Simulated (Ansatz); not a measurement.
**ClH4NOSn: small, medium and large basis sets**

One table from this session's results is given with a row withheld; the runs are named, their logs left out.

The runs use Ansatz 0.2.0, Gaussian basis; one geometry, several basis sets.

Levels to be run: PBE0-D4/def2-SVP; ωB97M-V/def2-SVP; PBE0-D4/def2-QZVPP; ωB97M-V/def2-QZVPP; the functionals' def2-TZVPP values are taken from earlier runs.

1 further run of the same task is left out (for a known fault of the program).

## Structure used throughout

An earlier PBE0-D4 in a triple-zeta def2 set relaxation fixed the geometry. Sn takes the def2 core potential; no spin-orbit term is included.

8 atoms, charge 0, spin multiplicity 1.

Atoms are counted from 1 here; the program's logs count them from 0.

Bond lengths: N1–Sn2 1.997 Å, N1–H5 1.011 Å, N1–H6 1.012 Å, Sn2–O3 1.948 Å, Sn2–Cl4 2.344 Å, Sn2–H7 1.696 Å, O3–H8 0.961 Å. Angles: Sn2–N1–H5 114.9°, Sn2–N1–H6 113.1°, H5–N1–H6 108.6°, N1–Sn2–O3 103.9°, N1–Sn2–Cl4 114.0°, N1–Sn2–H7 112.7°, O3–Sn2–Cl4 104.2°, O3–Sn2–H7 114.1°, Cl4–Sn2–H7 107.8°, Sn2–O3–H8 112.2°.

Coordinates:

```xyz
8
charge 0, multiplicity 1
N    -0.4337    1.5022    0.2329
Sn    0.1917   -0.3881    0.3798
O     1.4857   -0.5649   -1.0657
Cl   -1.4548   -1.9786   -0.1241
H    -1.1805    1.7544    0.8667
H    -0.7071    1.7580   -0.7073
H     0.8149   -0.7538    1.9138
H     1.3760   -1.3863   -1.5518
```

Set-up of the first run:

in.yaml

```yaml
crystal:
  periodic: [false, false, false]
  atoms:
    - {symbol: N, position_ang: [-0.433720, 1.502189, 0.232881]}
    - {symbol: Sn, position_ang: [0.191719, -0.388128, 0.379758]}
    - {symbol: O, position_ang: [1.485692, -0.564916, -1.065700]}
    - {symbol: Cl, position_ang: [-1.454762, -1.978603, -0.124134]}
    - {symbol: H, position_ang: [-1.180472, 1.754378, 0.866675]}
    - {symbol: H, position_ang: [-0.707142, 1.758012, -0.707333]}
    - {symbol: H, position_ang: [0.814936, -0.753815, 1.913798]}
    - {symbol: H, position_ang: [1.375951, -1.386318, -1.551845]}
basis:
  gaussian: {orbitals: def2-SVP}
hamiltonian: {xc: pbe0, dispersion: d4}
output: {orbitals: {seedname: orbitals}}
```

Run with:

```console
$ ansatz run in.yaml --threads 4 --pin off --events-out ev --progress --plain --max-ram 10444MiB
```

Among the steps run: PBE0-D4 in def2-SVP; ωB97M-V in def2-SVP; PBE0-D4 in def2-QZVPP; ωB97M-V in def2-QZVPP.

One table of the session follows, with a row left open; its other results are not shown here.

| functional | basis | HOMO (eV) |
| --- | --- | --- |
| PBE0-D4 | def2-SVP | -7.71 |
| PBE0-D4 | def2-TZVPP | -7.97 |
| PBE0-D4 | def2-QZVPP | -8.02 |
| ωB97M-V | def2-SVP | -10.02 |
| ωB97M-V | def2-TZVPP | ? |
| ωB97M-V | def2-QZVPP | -10.37 |

Estimate the missing values for ωB97M-V, def2-TZVPP.

The run gave: HOMO (eV): -10.31. In the column «HOMO (eV)» it lies between ωB97M-V, def2-QZVPP (-10.37) and ωB97M-V, def2-SVP (-10.02).
